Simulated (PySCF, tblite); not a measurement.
# C4H15NOSi3: geometry, infrared bands and NMR shifts

Wanted: the infrared bands and NMR shifts of C4H15NOSi3 (`[SiH3]N[C@H]1C[C@H]([SiH2]O[SiH3])C1`), by calculation.

Programs: tblite 0.8.0 and PySCF 2.14.0, with density-fitted response routines of our own. Each step states its level of theory. These are calculated values for one molecule in the gas phase, unless marked as measured. Atoms count from 0, in the outputs and in this text.

## (1) The molecule as given

24 atoms, charge 0, multiplicity 1; geometry from: force field or distance geometry start.

Bonds of the start (Å): Si0–N1 1.76, N1–C2 1.41, C2–C3 1.52, C3–C4 1.54, C4–Si5 1.89, Si5–O6 1.69, O6–Si7 1.73, C4–C8 1.51, C8–C2 1.50, Si0–H9 1.48, Si0–H10 1.49, Si0–H11 1.48, N1–H12 1.04, C2–H13 1.12, C3–H14 1.08, C3–H15 1.12, C4–H16 1.09, Si5–H17 1.46, Si5–H18 1.47, Si7–H19 1.46, Si7–H20 1.48, Si7–H21 1.49, C8–H22 1.13, C8–H23 1.10.

## (2) Relaxing the molecule with GFN2-xTB

Job settings and geometry (Å):

```
{"job": {"kind": "relax", "xc": "GFN2-xTB", "basis": "xTB"}, "charge": 0, "multiplicity": 1}
Si     3.256300    -0.700000    -0.813600
N      2.856000     0.165100     0.665300
C      1.504600     0.464700     0.911400
C      0.761600     1.339900    -0.085500
C     -0.027000     0.102400    -0.540800
Si    -1.853900     0.574300    -0.503800
O     -2.839300    -0.670700    -1.091600
Si    -4.080800    -0.884700     0.087300
C      0.464200    -0.591700     0.704500
H      2.307700    -1.792400    -1.142100
H      3.449900     0.205100    -1.980000
H      4.578700    -1.342500    -0.639800
H      3.453900     1.012500     0.763300
H      1.380500     0.879100     1.947700
H      1.328700     1.753600    -0.903100
H      0.092500     2.050800     0.461500
H      0.325100    -0.339600    -1.474600
H     -2.203700     0.903000     0.877500
H     -1.974000     1.810200    -1.287200
H     -4.887700     0.334500     0.111700
H     -3.419500    -1.025600     1.407200
H     -4.923100    -2.067100    -0.226600
H     -0.349200    -0.521200     1.490300
H      0.786800    -1.639700     0.602600
```

Run with:

```console
OMP_NUM_THREADS=1 python probes_run.py task.json out
```

This one command runs all jobs of the session in turn.

**Question.** This job is followed by: GFN2-xTB harmonic vibrations, gas phase; GIAO PBE0/pcSseg-1 NMR shielding, non-relativistic, gas phase. Predict these results of the whole session: strongest single infrared mode (GFN2-xTB); zero-point energy (GFN2-xTB); ¹³C shifts against TMS (PBE0/pcSseg-1, means over atoms taken as alike); ¹H shifts against TMS (PBE0/pcSseg-1, means over atoms taken as alike); ²⁹Si shifts against TMS (PBE0/pcSseg-1); ¹⁵N shifts against NH3 (PBE0/pcSseg-1); ¹⁷O shifts against H2O (PBE0/pcSseg-1).

The runs gave:

| quantity | value |
| --- | --- |
| strongest single infrared mode (GFN2-xTB) | 1103 cm⁻¹, 644 km/mol |
| zero-point energy (GFN2-xTB) | 109.4 kcal/mol |
| ¹³C shifts against TMS (PBE0/pcSseg-1, means over atoms taken as alike) | 49.8, 29.4, 13.0 ppm |
| ¹H shifts against TMS (PBE0/pcSseg-1, means over atoms taken as alike) | 5.13, 4.99, 4.81, 3.70, 2.32, 2.27, 2.10, 0.57 ppm |
| ²⁹Si shifts against TMS (PBE0/pcSseg-1) | -19.9, -43.9, -69.2 ppm |
| ¹⁵N shifts against NH3 (PBE0/pcSseg-1) | 34.6 ppm |
| ¹⁷O shifts against H2O (PBE0/pcSseg-1) | 6.7 ppm |

In words: Over 221 steps the energy fell by 1.312 eV; of the close pairs, O6–Si7 changed most, 1.725 to 1.620 Å. The lowest mode is imaginary (24i cm⁻¹), so the xTB geometry is not a minimum. The strongest single mode, at 1103 cm⁻¹, moves mainly O6. Unscaled tight-binding wavenumbers are off by several per cent, some by more. Its intensities can rank the bands wrongly. The most deshielded carbon is C2 (sp3 CH bonded to N), at 49.8 ppm: pulled downfield by the heteroatom. At PBE0/pcSseg-1: Shielding is most anisotropic at O6 (span 135 ppm, paramagnetic term -71 ppm).
